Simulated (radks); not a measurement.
# Ni²⁺ in [Ne] 3s2 3p5 3d8 4f1: an all-electron calculation

The task here is to estimate one member of a computed series from the others.

Method: non-relativistic Kohn-Sham, TPSS, spin-polarised, spherical densities, point nucleus; open shells are filled with parallel spins first. Code: radks (a radial shooting solver on a logarithmic mesh, Libxc functionals) version 1.

### Starting point

```
element       : nickel (Z = 28)
charge        : +2
electrons     : 26
configuration : [Ne] 3s2 3p5 3d8 4f1
```

Outer shells as boxes (Hund's rule):

Ni²⁺
```
[Ne] core
3s [↑↓]
3p [↑↓][↑↓][↑ ]
3d [↑↓][↑↓][↑↓][↑ ][↑ ]
4f [↑ ][  ][  ][  ][  ][  ][  ]
```

Set-up of the first run:

Input:

```text
Z 28
configuration [Ne] 3s2 3p5 3d8 4f1 4s0 4p0 4d0 5f0
relativity non-relativistic
functional tpss,tpss
spin polarised
nucleus point
```

On the command line:

```
> python run_ks.py task.json out
```

The same process makes all the runs of this session.

Among the steps run: Self-consistent calculation.

One table of the session follows, with a row left open; its other results are not shown here.

It belongs to the step «Radial structure». From the orbitals of this run (lengths in bohr):

```
  level      <r>  outermost maximum (interpolated)  90 % within  nodes
  1s up        ?                                 ?            ?      ?
1s down  0.05479                            0.0361       0.0976      0
  2s up   0.2480                             0.207        0.384      1
2s down   0.2478                             0.207        0.383      1
  2p up   0.2165                             0.166        0.354      0
2p down   0.2164                             0.166        0.353      0
  3s up   0.7421                             0.645         1.11      2
3s down   0.7456                             0.646         1.12      2
  3p up   0.7695                             0.647         1.18      1
3p down   0.7750                             0.648         1.19      1
  3d up   0.8767                             0.615         1.47      0
3d down   0.9009                             0.620         1.52      0
  4s up    2.164                              1.89         3.18      3
4s down    2.211                              1.94         3.25      3
  4p up    2.554                              2.18         3.82      2
4p down    2.573                              2.24         3.79      2
  4d up    3.957                              3.49         5.89      1
  4f up    5.804                              5.46         8.27      0
```

Q: Estimate the row for 1s up from the others.

As computed: <r>: 0.05480; outermost maximum (interpolated): 0.0361; 90 % within: 0.0976; nodes: 0. In the column «<r>» it lies between 1s down (0.05479) and 2p down (0.2164).
